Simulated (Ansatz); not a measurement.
# Ga: which structure wins at one pressure

Aim: bring Ga in several structures (bcc, hcp, sc, diamond, omega) to one pressure and rank them by enthalpy. The pressure is set by scaling the first phase. Methods of the runs shown: LAPW. Companion runs by PAW are cited.

Program: Ansatz 0.2.0. Level of theory: DFT, PBEsol, all-electron LAPW, scalar-relativistic. These are calculated values, not measurements.

## (1) The system as given

Symmetry: Im-3m, No. 229, cubic system. Conventional cell: a = 3.304 Å, b = 3.304 Å, c = 3.304 Å, α = 90.00°, β = 90.00°, γ = 90.00°. Around Ga (site symmetry m-3m) lie 8 Ga at 2.86 Å.

Structure file:

```
CELL_PARAMETERS angstrom
-1.65192 1.65192 1.65192
1.65192 -1.65192 1.65192
1.65192 1.65192 -1.65192
ATOMIC_POSITIONS crystal
Ga 0.00000 0.00000 0.00000
```

## (2) Bcc relaxed under pressure, LAPW

Input file input.yaml:

```yaml
crystal:
  lattice:
    - [-1.6519174394, 1.6519174394, 1.6519174394]
    - [1.6519174394, -1.6519174394, 1.6519174394]
    - [1.6519174394, 1.6519174394, -1.6519174394]
  atoms:
    - { symbol: Ga, position: [0.0, 0.0, 0.0] }
kpoints:
  mp_grid: { grid: [16, 16, 16] }
scf:
  occupations: { method: fermi_dirac, width: 0.1 }
hamiltonian:
  xc: pbesol
  pseudopotentials: { kind: all_electron, lapw: { basis_error: 0.0005 } }
output:
  forces: true
  stress: true
  eigenvalues: true
relax:
  f_tol: 0.005
  max_steps: 12
  cell: { p_target: -0.12, stress_tol: 0.03 }
```

On the command line:

```
> ansatz run input.yaml --threads 1 --pin off --max-ram 3584MiB --backend cpu --events-out ev --progress --plain --runs-dir out
```

Output, cut to the lines that bear on the results:

```text
[...]
LAPW: plane waves up to 8.192 Å⁻¹, error target 5.0e-4 eV per atom; small_component_spin mean_spin; Ga in spheres of 1.388 Å, 21 of its electrons in bands, Dirac shells []
[...]
Pseudopotentials: kind: all_electron
Pseudopotential: Ga, LAPW, valence charge 21, Koelling and Harmon's equation, gaussian nucleus
Functional definition: PBEsol
[...]
Crystal: 1 atoms, lattice volume = 18.031 Å³
Basis set: ecut = 255.7036356603498 eV, 177 PW (Γ), exchange–correlation at level 2
Bands: 15, of which v1, the nominal top of the filled ones, is band 11 counted from 1 (10 counted from 0)
Symmetry: 48 space group operations
Space group: Im-3m (ITA 229), of the structure as read, at distance tolerance 2.6e-5 Å
k-points: 145 of 4096
[...]
SCF iter   1: F=—  HF=-52860.049389 eV  |F-HF|=—  |Δ(HF+E_count)|=         —  Δρ=9.30e-3  dr2=1.00e-2  ethr=4.75e-5  ⟨swp⟩=3.2  Hψ=15186  notcnv=0
[...]
relax step   1: F+E_penalty+E_count = -52860.00943720 eV  Δ(F+E_penalty+E_count) = +0.000e0 eV  max|allowed force component| = 0.000e0 eV/Å  Δτ_max = 0.0000 Å  P = -0.083 GPa  Ω = 18.031 Å³  (7 SCF iters, accepted)
[...]
relax step   2: F+E_penalty+E_count = -52860.00942873 eV  Δ(F+E_penalty+E_count) = +8.467e-6 eV  max|allowed force component| = 0.000e0 eV/Å  Δτ_max = 0.0000 Å  P = -0.125 GPa  Ω = 18.044 Å³  (2 SCF iters, accepted)
[...]
relax step   3: F+E_penalty+E_count = -52860.00942874 eV  Δ(F+E_penalty+E_count) = -4.417e-9 eV  max|allowed force component| = 0.000e0 eV/Å  Δτ_max = 0.0000 Å  P = -0.125 GPa  Ω = 18.044 Å³  stress off target by 5.07e-3 GPa  SCF on the basis re-selected at this cell (its energy is not [...]
SCF converged after 2 iterations
Free energy (F): -52860.009429 eV
[...]
E sigma→0 (E₀):  -52860.001350 eV
Entropy (-TS):   -0.016158 eV (-16.158 meV/atom)
Fermi energy:    12.341996 eV
[...]
--- Forces (eV/Å), atoms counted from 1 ---
  atom   1  Ga    -0.00000000     0.00000000    -0.00000000
[...]
--- Stress (GPa, compression-positive) ---
       -0.125066       0.000000      -0.000000
        0.000000      -0.125066       0.000000
       -0.000000       0.000000      -0.125066
  P = ⅓ Tr σ = -0.1251 GPa (-1.251 kbar)
--- Band table (eV; the first three rows and the last of 145) ---
  k-point 0: bands = ["-131.0084", "-81.9080", "-81.9080", "-81.9080", "-2.5821", "-2.5821", "-2.5821", "-2.3725", "-2.3725", "0.9443", "25.4504", "25.4504", "25.4504", "29.7121", "29.7121"]
[...]
--- Relaxed structure (2 steps of the walk, 2 accepted, 1 SCFs on fresh bases) ---
  F+E_penalty+E_count = -52860.00942874 eV   max|allowed force component| = 0.000e0 eV/Å   (the final SCF, on the basis selected at the relaxed cell)
  cell:  # Å, volume = 18.0442 Å³
    - [-1.65231463354958, 1.65231463354958, 1.65231463354958]
    - [1.65231463354958, -1.65231463354958, 1.65231463354958]
    - [1.65231463354958, 1.65231463354958, -1.65231463354958]
  atoms:
    - { symbol: Ga, position: [0.0, 0.0, 0.0] }
```

It took 18 s on 1 thread of Arm Neoverse V2, shared host; peak memory 0.31 GiB.

Relaxation path:

| step | energy from step 1 (eV/cell) | largest force component (eV/Å) | pressure (GPa) | volume (Å³) |
| --- | --- | --- | --- | --- |
| 1 | 0.0000 | 0.0000 | -0.08 | 18.03 |
| 2 | 0.0000 | 0.0000 | -0.13 | 18.04 |
| 3 | 0.0000 | 0.0000 | -0.13 | 18.04 |

Step 1 is the start. Step 3 repeats the geometry before on a plane-wave basis chosen anew for that cell, so the energy can jump there without any move; the table keeps such jumps.

| input's cell | before | after | change |
| --- | --- | --- | --- |
| a (Å) | 2.861 | 2.862 | +0.0 % |
| b (Å) | 2.861 | 2.862 | +0.0 % |
| c (Å) | 2.861 | 2.862 | +0.0 % |
| volume (Å³/atom) | 18.03 | 18.04 | +0.1 % |

Result: pressure -0.13 GPa; no gap.

## (3) Hcp relaxed under pressure, LAPW

Input file input.yaml:

```yaml
crystal:
  lattice:
    - [2.9096601263, 0.0, 0.0]
    - [-1.4548300632, 2.5198395857, 0.0]
    - [0.0, 0.0, 4.875462244]
  atoms:
    - { symbol: Ga, position: [0.3333333333, 0.6666666667, 0.25] }
    - { symbol: Ga, position: [0.6666666667, 0.3333333333, 0.75] }
kpoints:
  mp_grid: { grid: [15, 15, 8] }
scf:
  occupations: { method: fermi_dirac, width: 0.1 }
hamiltonian:
  xc: pbesol
  pseudopotentials: { kind: all_electron, lapw: { basis_error: 0.0005 } }
output:
  forces: true
  stress: true
  eigenvalues: true
relax:
  f_tol: 0.005
  max_steps: 12
  cell: { p_target: -0.12, stress_tol: 0.03 }
```

On the command line:

```
> ansatz run input.yaml --threads 1 --pin off --max-ram 3584MiB --backend cpu --events-out ev --progress --plain --runs-dir out
```

Output, cut to the lines that bear on the results:

```text
[...]
LAPW: plane waves up to 8.023 Å⁻¹, error target 5.0e-4 eV per atom; small_component_spin mean_spin; Ga in spheres of 1.411 Å, 21 of its electrons in bands, Dirac shells []
[...]
Pseudopotentials: kind: all_electron
Pseudopotential: Ga, LAPW, valence charge 21, Koelling and Harmon's equation, gaussian nucleus
Functional definition: PBEsol
[...]
Crystal: 2 atoms, lattice volume = 35.746 Å³
Basis set: ecut = 245.23221147462206 eV, 313 PW (Γ), exchange–correlation at level 2
Bands: 26, of which v1, the nominal top of the filled ones, is band 21 counted from 1 (20 counted from 0)
Symmetry: 24 space group operations
Space group: P63/mmc (ITA 194), of the structure as read, at distance tolerance 3.3e-5 Å
k-points: 135 of 1800
[...]
SCF iter   1: F=—  HF=-105720.129611 eV  |F-HF|=—  |Δ(HF+E_count)|=         —  Δρ=9.08e-3  dr2=1.77e-2  ethr=4.21e-5  ⟨swp⟩=3.1  Hψ=24222  notcnv=0
[...]
--- Forces (eV/Å), atoms counted from 1 ---
  atom   1  Ga    -0.00000000    -0.00000000     0.00000000
  atom   2  Ga     0.00000000     0.00000000     0.00000000
[...]
--- Stress (GPa, compression-positive) ---
       -0.092113       0.000000       0.000000
        0.000000      -0.092113       0.000000
        0.000000       0.000000      -0.101511
  P = ⅓ Tr σ = -0.0952 GPa (-0.952 kbar)
--- Band table (eV; the first three rows and the last of 135) ---
[... band rows left out ...]
[...]
--- Relaxed structure (1 steps of the walk, 1 accepted, 1 SCFs on fresh bases) ---
  F+E_penalty+E_count = -105720.04721777 eV   max|allowed force component| = 3.759e-18 eV/Å   (the final SCF, on the basis selected at the relaxed cell)
  cell:  # Å, volume = 35.7463 Å³
    - [2.9096601262685704, 2.886763625140106e-11, 0.0]
    - [-1.454830063159285, 2.5198395857127855, 0.0]
    - [0.0, 0.0, 4.875462244]
  atoms:
    - { symbol: Ga, position: [0.3333333333333333, 0.6666666666666666, 0.24999999999999997] }
    - { symbol: Ga, position: [0.6666666666666666, 0.33333333333333326, 0.7499999999999999] }
```

Run time: 34 s. Hardware: 1 thread of Arm Neoverse V2, shared host; peak memory 0.47 GiB.

Relaxation path:

| step | energy from step 1 (eV/cell) | largest force component (eV/Å) | pressure (GPa) | volume (Å³) |
| --- | --- | --- | --- | --- |
| 1 | 0.0000 | 0.0000 | -0.10 | 35.75 |
| 2 | 0.0000 | 0.0000 | -0.10 | 35.75 |

Step 1 is the start. Step 2 repeats the geometry before on a plane-wave basis chosen anew for that cell, so the energy can jump there without any move; the table keeps such jumps.

| input's cell | before | after | change |
| --- | --- | --- | --- |
| a (Å) | 2.910 | 2.910 | +0.0 % |
| b (Å) | 2.910 | 2.910 | +0.0 % |
| c (Å) | 4.875 | 4.875 | -0.0 % |
| volume (Å³/atom) | 17.87 | 17.87 | -0.0 % |

Read from it: pressure -0.10 GPa; no gap.

## (4) Sc relaxed under pressure, LAPW

Input file input.yaml:

```yaml
crystal:
  lattice:
    - [2.6605042932, 0.0, 0.0]
    - [0.0, 2.6605042932, 0.0]
    - [0.0, 0.0, 2.6605042932]
  atoms:
    - { symbol: Ga, position: [0.0, 0.0, 0.0] }
kpoints:
  mp_grid: { grid: [14, 14, 14] }
scf:
  occupations: { method: fermi_dirac, width: 0.1 }
hamiltonian:
  xc: pbesol
  pseudopotentials: { kind: all_electron, lapw: { basis_error: 0.0005 } }
output:
  forces: true
  stress: true
  eigenvalues: true
relax:
  f_tol: 0.005
  max_steps: 12
  cell: { p_target: -0.12, stress_tol: 0.03 }
```

On the command line:

```
> ansatz run input.yaml --threads 1 --pin off --max-ram 3584MiB --backend cpu --events-out ev --progress --plain --runs-dir out
```

Output, cut to the lines that bear on the results:

```text
[...]
LAPW: plane waves up to 8.959 Å⁻¹, error target 5.0e-4 eV per atom; small_component_spin mean_spin; Ga in spheres of 1.290 Å, 21 of its electrons in bands, Dirac shells []
[...]
Pseudopotentials: kind: all_electron
Pseudopotential: Ga, LAPW, valence charge 21, Koelling and Harmon's equation, gaussian nucleus
Functional definition: PBEsol
[...]
Crystal: 1 atoms, lattice volume = 18.832 Å³
Basis set: ecut = 305.8227225121517 eV, 251 PW (Γ), exchange–correlation at level 2
Bands: 15, of which v1, the nominal top of the filled ones, is band 11 counted from 1 (10 counted from 0)
Symmetry: 48 space group operations
Space group: Pm-3m (ITA 221), of the structure as read, at distance tolerance 2.7e-5 Å
k-points: 120 of 2744
[...]
SCF iter   1: F=—  HF=-52860.011871 eV  |F-HF|=—  |Δ(HF+E_count)|=         —  Δρ=1.10e-2  dr2=1.16e-2  ethr=5.51e-5  ⟨swp⟩=3.3  Hψ=12497  notcnv=0
[...]
--- Forces (eV/Å), atoms counted from 1 ---
  atom   1  Ga     0.00000000     0.00000000    -0.00000000
[...]
--- Stress (GPa, compression-positive) ---
       -0.110688       0.000000       0.000000
        0.000000      -0.110688       0.000000
        0.000000       0.000000      -0.110688
  P = ⅓ Tr σ = -0.1107 GPa (-1.107 kbar)
--- Band table (eV; the first three rows and the last of 120) ---
  k-point 0: bands = ["-131.9135", "-82.8084", "-82.8084", "-82.8084", "-3.7661", "-3.7661", "-3.1660", "-3.1660", "-3.1660", "0.3754", "20.7437", "20.7437", "20.7437", "23.5710", "23.5710"]
[...]
--- Relaxed structure (2 steps of the walk, 2 accepted, 1 SCFs on fresh bases) ---
  F+E_penalty+E_count = -52859.97269715 eV   max|allowed force component| = 0.000e0 eV/Å   (the final SCF, on the basis selected at the relaxed cell)
  cell:  # Å, volume = 18.8412 Å³
    - [2.6609480271921404, 6.419766481290786e-35, 0.0]
    - [6.419766481290786e-35, 2.6609480271921404, 0.0]
    - [0.0, 0.0, 2.6609480271921404]
  atoms:
    - { symbol: Ga, position: [0.0, 0.0, 0.0] }
```

Run time: 15 s. Hardware: 1 thread of Arm Neoverse V2, shared host; peak memory 0.32 GiB.

Relaxation path:

| step | energy from step 1 (eV/cell) | largest force component (eV/Å) | pressure (GPa) | volume (Å³) |
| --- | --- | --- | --- | --- |
| 1 | 0.0000 | 0.0000 | -0.08 | 18.83 |
| 2 | 0.0000 | 0.0000 | -0.11 | 18.84 |
| 3 | 0.0000 | 0.0000 | -0.11 | 18.84 |

Step 1 is the start. Step 3 repeats the geometry before on a plane-wave basis chosen anew for that cell, so the energy can jump there without any move; the table keeps such jumps.

| input's cell | before | after | change |
| --- | --- | --- | --- |
| a (Å) | 2.661 | 2.661 | +0.0 % |
| b (Å) | 2.661 | 2.661 | +0.0 % |
| c (Å) | 2.661 | 2.661 | +0.0 % |
| volume (Å³/atom) | 18.83 | 18.84 | +0.1 % |

Read from it: pressure -0.11 GPa; no gap.

## (5) Diamond relaxed under pressure, LAPW

Input file input.yaml:

```yaml
crystal:
  lattice:
    - [0.0, 2.8821274005, 2.8821274005]
    - [2.8821274005, 0.0, 2.8821274005]
    - [2.8821274005, 2.8821274005, 0.0]
  atoms:
    - { symbol: Ga, position: [-0.125, -0.125, -0.125] }
    - { symbol: Ga, position: [0.125, 0.125, 0.125] }
kpoints:
  mp_grid: { grid: [12, 12, 12] }
scf:
  occupations: { method: fermi_dirac, width: 0.1 }
hamiltonian:
  xc: pbesol
  pseudopotentials: { kind: all_electron, lapw: { basis_error: 0.0005 } }
output:
  forces: true
  stress: true
  eigenvalues: true
relax:
  f_tol: 0.005
  max_steps: 12
  cell: { p_target: -0.12, stress_tol: 0.03 }
```

On the command line:

```
> ansatz run input.yaml --threads 1 --pin off --max-ram 3584MiB --backend cpu --events-out ev --progress --plain --runs-dir out
```

Output, cut to the lines that bear on the results:

```text
[...]
LAPW: plane waves up to 9.678 Å⁻¹, error target 5.0e-4 eV per atom; small_component_spin mean_spin; Ga in spheres of 1.211 Å, 21 of its electrons in bands, Dirac shells []
[...]
Pseudopotentials: kind: all_electron
Pseudopotential: Ga, LAPW, valence charge 21, Koelling and Harmon's equation, gaussian nucleus
Functional definition: PBEsol
[...]
Crystal: 2 atoms, lattice volume = 47.882 Å³
Basis set: ecut = 356.88384676911585 eV, 725 PW (Γ), exchange–correlation at level 2
Bands: 26, of which v1, the nominal top of the filled ones, is band 21 counted from 1 (20 counted from 0)
Symmetry: 48 space group operations
Space group: Fd-3m (ITA 227), of the structure as read, at distance tolerance 3.6e-5 Å
k-points: 72 of 1728
[...]
SCF iter   1: F=—  HF=-105719.489409 eV  |F-HF|=—  |Δ(HF+E_count)|=         —  Δρ=1.44e-2  dr2=6.02e-2  ethr=1.41e-4  ⟨swp⟩=3.0  Hψ=12199  notcnv=0
[...]
Entropy (-TS):   -0.040424 eV (-20.212 meV/atom)
Fermi energy:    7.701844 eV
[...]
--- Forces (eV/Å), atoms counted from 1 ---
  atom   1  Ga     0.00000000    -0.00000000     0.00000000
  atom   2  Ga     0.00000000    -0.00000000    -0.00000000
[...]
--- Stress (GPa, compression-positive) ---
       -0.107338       0.000000      -0.000000
        0.000000      -0.107338       0.000000
       -0.000000       0.000000      -0.107338
  P = ⅓ Tr σ = -0.1073 GPa (-1.073 kbar)
--- Band table (eV; the first three rows and the last of 72) ---
[... band rows left out ...]
[...]
--- Relaxed structure (1 steps of the walk, 1 accepted, 1 SCFs on fresh bases) ---
  F+E_penalty+E_count = -105719.43800586 eV   max|allowed force component| = 1.388e-17 eV/Å   (the final SCF, on the basis selected at the relaxed cell)
  cell:  # Å, volume = 47.8817 Å³
    - [0.0, 2.8821274005, 2.8821274005]
    - [2.8821274005, 0.0, 2.8821274005]
    - [2.8821274005, 2.8821274005, 0.0]
  atoms:
    - { symbol: Ga, position: [-0.125, -0.125, -0.125] }
    - { symbol: Ga, position: [0.125, 0.125, 0.125] }
```

It took 37 s on 1 thread of Arm Neoverse V2, shared host; peak memory 0.46 GiB.

The steps of the relaxation:

| step | energy from step 1 (eV/cell) | largest force component (eV/Å) | pressure (GPa) | volume (Å³) |
| --- | --- | --- | --- | --- |
| 1 | 0.0000 | 0.0000 | -0.11 | 47.88 |
| 2 | 0.0000 | 0.0000 | -0.11 | 47.88 |

Step 1 is the start. Step 2 repeats the geometry before on a plane-wave basis chosen anew for that cell, so the energy can jump there without any move; the table keeps such jumps.

| input's cell | before | after | change |
| --- | --- | --- | --- |
| a (Å) | 4.076 | 4.076 | -0.0 % |
| b (Å) | 4.076 | 4.076 | -0.0 % |
| c (Å) | 4.076 | 4.076 | -0.0 % |
| volume (Å³/atom) | 23.94 | 23.94 | -0.0 % |

Read from it: pressure -0.11 GPa; no gap.

## (6) Omega relaxed under pressure, LAPW

Input file input.yaml:

```yaml
crystal:
  lattice:
    - [4.6126372772, 0.0, 0.0]
    - [-2.3063186386, 3.9946610605, 0.0]
    - [0.0, 0.0, 2.9469650557]
  atoms:
    - { symbol: Ga, position: [0.0, 0.0, 0.0] }
    - { symbol: Ga, position: [0.3333333333, 0.6666666667, 0.5] }
    - { symbol: Ga, position: [0.6666666667, 0.3333333333, 0.5] }
kpoints:
  mp_grid: { grid: [8, 8, 11] }
scf:
  occupations: { method: fermi_dirac, width: 0.1 }
hamiltonian:
  xc: pbesol
  pseudopotentials: { kind: all_electron, lapw: { basis_error: 0.0005 } }
output:
  forces: true
  stress: true
  eigenvalues: true
relax:
  f_tol: 0.005
  max_steps: 12
  cell: { p_target: -0.12, stress_tol: 0.03 }
```

On the command line:

```
> ansatz run input.yaml --threads 1 --pin off --max-ram 3584MiB --backend cpu --events-out ev --progress --plain --runs-dir out
```

Output, cut to the lines that bear on the results:

```text
[...]
LAPW: plane waves up to 8.949 Å⁻¹, error target 5.0e-4 eV per atom; small_component_spin mean_spin; Ga in spheres of 1.292 Å, 21 of its electrons in bands, Dirac shells []
[...]
Pseudopotentials: kind: all_electron
Pseudopotential: Ga, LAPW, valence charge 21, Koelling and Harmon's equation, gaussian nucleus
Functional definition: PBEsol
[...]
Crystal: 3 atoms, lattice volume = 54.301 Å³
Basis set: ecut = 305.09454700936163 eV, 645 PW (Γ), exchange–correlation at level 2
Bands: 38, of which v1, the nominal top of the filled ones, is band 32 counted from 1 (31 counted from 0)
Symmetry: 24 space group operations
Space group: P6/mmm (ITA 191), of the structure as read, at distance tolerance 3.8e-5 Å
k-points: 60 of 704
[...]
SCF iter   1: F=—  HF=-158580.134222 eV  |F-HF|=—  |Δ(HF+E_count)|=         —  Δρ=1.29e-2  dr2=7.57e-2  ethr=1.20e-4  ⟨swp⟩=3.0  Hψ=14601  notcnv=0
[...]
  atom   1  Ga     0.00000000     0.00000000     0.00000000
  atom   2  Ga     0.00000000    -0.00000000     0.00000000
  atom   3  Ga    -0.00000000     0.00000000     0.00000000
[...]
--- Stress (GPa, compression-positive) ---
       -0.097919       0.000000       0.000000
        0.000000      -0.097919       0.000000
        0.000000       0.000000      -0.101436
  P = ⅓ Tr σ = -0.0991 GPa (-0.991 kbar)
--- Band table (eV; the first three rows and the last of 60) ---
[...]
--- Relaxed structure (1 steps of the walk, 1 accepted, 1 SCFs on fresh bases) ---
  F+E_penalty+E_count = -158580.00720809 eV   max|allowed force component| = 3.084e-18 eV/Å   (the final SCF, on the basis selected at the relaxed cell)
  cell:  # Å, volume = 54.3005 Å³
    - [4.6126372772009905, 0.0, 0.0]
    - [-2.3063186386004952, 3.994661060499142, 0.0]
    - [0.0, 0.0, 2.9469650557]
  atoms:
    - { symbol: Ga, position: [0.0, 0.0, 0.0] }
    - { symbol: Ga, position: [0.33333333333333337, 0.6666666666666667, 0.5] }
    - { symbol: Ga, position: [0.6666666666666667, 0.33333333333333337, 0.5] }
```

Wall time 49 s (1 thread of Arm Neoverse V2, shared host); peak memory 0.48 GiB.

Step by step:

| step | energy from step 1 (eV/cell) | largest force component (eV/Å) | pressure (GPa) | volume (Å³) |
| --- | --- | --- | --- | --- |
| 1 | 0.0000 | 0.0000 | -0.10 | 54.30 |
| 2 | 0.0000 | 0.0000 | -0.10 | 54.30 |

Step 1 is the start. Step 2 repeats the geometry before on a plane-wave basis chosen anew for that cell, so the energy can jump there without any move; the table keeps such jumps.

| input's cell | before | after | change |
| --- | --- | --- | --- |
| a (Å) | 4.613 | 4.613 | +0.0 % |
| b (Å) | 4.613 | 4.613 | +0.0 % |
| c (Å) | 2.947 | 2.947 | +0.0 % |
| volume (Å³/atom) | 18.10 | 18.10 | +0.0 % |

Read from it: pressure -0.10 GPa; no gap.

## (7) The series in one table

Rows by PAW come from runs of the same series that aren't printed here.

Enthalpy per atom, H = F + pV at p = -0.12 GPa, from each method's lowest phase:

```
method    start  space group, start → end  volume (Å³/atom)  pressure (GPa)  enthalpy (meV/atom)
  LAPW      bcc             Im-3m → Im-3m            18.044            -0.1                 14.1
  LAPW      hcp       P6_3/mmc → P6_3/mmc            17.873            -0.1                  0.0
  LAPW       sc             Pm-3m → Pm-3m            18.841            -0.1                 50.2
  LAPW  diamond             Fd-3m → Fd-3m            23.941            -0.1                300.1
  LAPW    omega           P6/mmm → P6/mmm            18.100            -0.1                 21.0
   PAW      bcc             Im-3m → Im-3m            18.031            -0.1                 14.1
   PAW      hcp       P6_3/mmc → P6_3/mmc            17.873            -0.1                  0.0
   PAW       sc             Pm-3m → Pm-3m            18.832            -0.1                 50.2
   PAW  diamond             Fd-3m → Fd-3m            23.941            -0.1                300.7
   PAW    omega           P6/mmm → P6/mmm            18.100            -0.1                 21.0
```

## (8) Outcome

| quantity | value |
| --- | --- |
| pressure | -0.12 GPa |
| lowest (LAPW) | hcp, 14.1 meV/atom under bcc |
| lowest (PAW) | hcp, 14.1 meV/atom under bcc |

What this shows: By LAPW the order is hcp < bcc < omega < sc < diamond. By PAW the order is hcp < bcc < omega < sc < diamond. The methods agree on the lowest phase. Only these structures were tried, with electrons smeared by 0.1 eV and without vibrations, so the true ground state may be another. The k meshes differ between phases and weren't tested, which can move differences by some meV.
